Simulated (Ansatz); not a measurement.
# YO+: geometry and frequencies at several levels

Wanted for YO+: geometry and frequencies at several levels. Charge +1.

Computed with Ansatz 0.2.0 (the levels named in each step, unless a step's input says otherwise).

### Step 1. The starting structure

Bond lengths: O1–Y2 2.069 Å.

Structure file:

```xyz
2

O     0.0000    0.0000    0.0000
Y     0.0000    0.0000    2.0687
```

### Step 2. A rough first relaxation, PBE-D4/def2-SVP

input.yaml reads:

```yaml
crystal:
  periodic: [false, false, false]
  atoms:
    - { symbol: O, position_ang: [0.0, 0.0, 0.0] }
    - { symbol: "Y", position_ang: [0.0, 0.0, 2.06872] }
total_charge: 1
basis:
  gaussian: { orbitals: def2-SVP }
hamiltonian:
  xc: pbe
  dispersion: d4
relax:
  f_tol: 0.03
  max_steps: 200
```

On the command line:

```
$ ansatz run input.yaml --threads 1 --pin off --max-ram 2560MiB --backend cpu --events-out ev --progress --plain --runs-dir out
```

Further steps of the session: Relaxation, HF/def2-SVP; Frequencies, HF/def2-SVP; Relaxation, LDA/def2-SVP; Frequencies, LDA/def2-SVP; Relaxation, PBE-D4/def2-SVP; Frequencies, PBE-D4/def2-SVP.

Before running it: what results should come out? Wanted: O1–Y2 at PBE-D4/def2-SVP; frequencies at PBE-D4/def2-SVP.

The runs gave:

| quantity | value |
| --- | --- |
| O1–Y2 at PBE-D4/def2-SVP | 1.768 Å |
| frequencies at PBE-D4/def2-SVP | 925 cm⁻¹ |

In words: The O–Y distance spreads over 0.030 Å, from HF/def2-SVP (shortest) to PBE-D4/def2-SVP. No mode is imaginary, so the geometry is a minimum. Heavy atoms carry effective core potentials in def2 sets, and spin-orbit coupling is left out.
